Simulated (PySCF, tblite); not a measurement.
# C3H6BF3Si: geometry, infrared bands and NMR shifts

What infrared bands and NMR shifts should C3H6BF3Si (`C[SiH2]/C=C(/F)B(F)F`) show?

Programs: tblite 0.8.0 and PySCF 2.14.0, with density-fitted response routines of our own. Each step states its level of theory. These are calculated values for one molecule in the gas phase, unless marked as measured. Atoms count from 0, in the outputs and in this text.

### Step 1. The molecule as given

14 atoms, charge 0, multiplicity 1; geometry from: force field or distance geometry start.

Bonds of the start (Å): C0–Si1 1.85, Si1–C2 1.87, C2–C3 1.33, C3–F4 1.36, C3–B5 1.58, B5–F6 1.44, B5–F7 1.46, C0–H8 1.11, C0–H9 1.11, C0–H10 1.11, Si1–H11 1.48, Si1–H12 1.45, C2–H13 1.09.

### Step 2. Relaxing the molecule with GFN2-xTB

Job settings and geometry (Å):

```
{"job": {"kind": "relax", "xc": "GFN2-xTB", "basis": "xTB"}, "charge": 0, "multiplicity": 1}
C     -2.483700     0.251600    -0.281500
Si    -0.730200    -0.329400    -0.413800
C      0.330600     0.577400     0.832000
C      1.642100     0.428200     1.016900
F      2.239400     1.182100     1.985400
B      2.570700    -0.585500     0.239500
F      2.075200    -1.452800    -0.799400
F      3.987300    -0.633300     0.576900
H     -3.110800    -0.295900    -1.016000
H     -2.539600     1.341000    -0.490200
H     -2.877800     0.061300     0.741300
H     -0.677300    -1.778500    -0.117200
H     -0.228100    -0.076100    -1.751800
H     -0.198500     1.309500     1.435900
```

Launch:

```
$ OMP_NUM_THREADS=1 python probes_run.py task.json out
```

The driver reads the jobs from task.json and runs them one after another.

**Question.** This job is followed by: GFN2-xTB harmonic vibrations, gas phase; GIAO PBE0/pcSseg-1 NMR shielding, non-relativistic, gas phase. What will the session give for the following? strongest single infrared mode (GFN2-xTB); zero-point energy (GFN2-xTB); 13C shifts against TMS (PBE0/pcSseg-1); 1H shifts against TMS (PBE0/pcSseg-1, means over atoms taken as alike); 29Si shifts against TMS (PBE0/pcSseg-1); 19F shifts against CFCl3 (PBE0/pcSseg-1, means over atoms taken as alike); 11B shifts against BF3·OEt2 (PBE0/pcSseg-1).

As calculated:

| quantity | value |
| --- | --- |
| strongest single infrared mode (GFN2-xTB) | 1326 cm⁻¹, 621 km/mol |
| zero-point energy (GFN2-xTB) | 53.9 kcal/mol |
| 13C shifts against TMS (PBE0/pcSseg-1) | 173.2, 140.1, -5.9 ppm |
| 1H shifts against TMS (PBE0/pcSseg-1, means over atoms taken as alike) | 6.85, 4.62, 0.26 ppm |
| 29Si shifts against TMS (PBE0/pcSseg-1) | -53.4 ppm |
| 19F shifts against CFCl3 (PBE0/pcSseg-1, means over atoms taken as alike) | -75.9, -83.7 ppm |
| 11B shifts against BF3·OEt2 (PBE0/pcSseg-1) | 19.7 ppm |

Over 29 steps the energy fell by 0.728 eV; of the close pairs, B5–F7 changed most, 1.457 to 1.312 Å. All 36 modes are real, so the xTB geometry is a minimum. The strongest single mode, at 1326 cm⁻¹, moves mainly B5. GFN2-xTB is a fitted tight-binding method: band positions and strengths are rough. Its intensities can rank the bands wrongly. The most deshielded hydrogen is H13 (hydrogen on an alkene CH), at 6.85 ppm: attached to an sp2 carbon and in the plane of the double bond. At PBE0/pcSseg-1: The largest span, 279 ppm, is at F6, F7, where the paramagnetic term is -213 ppm.
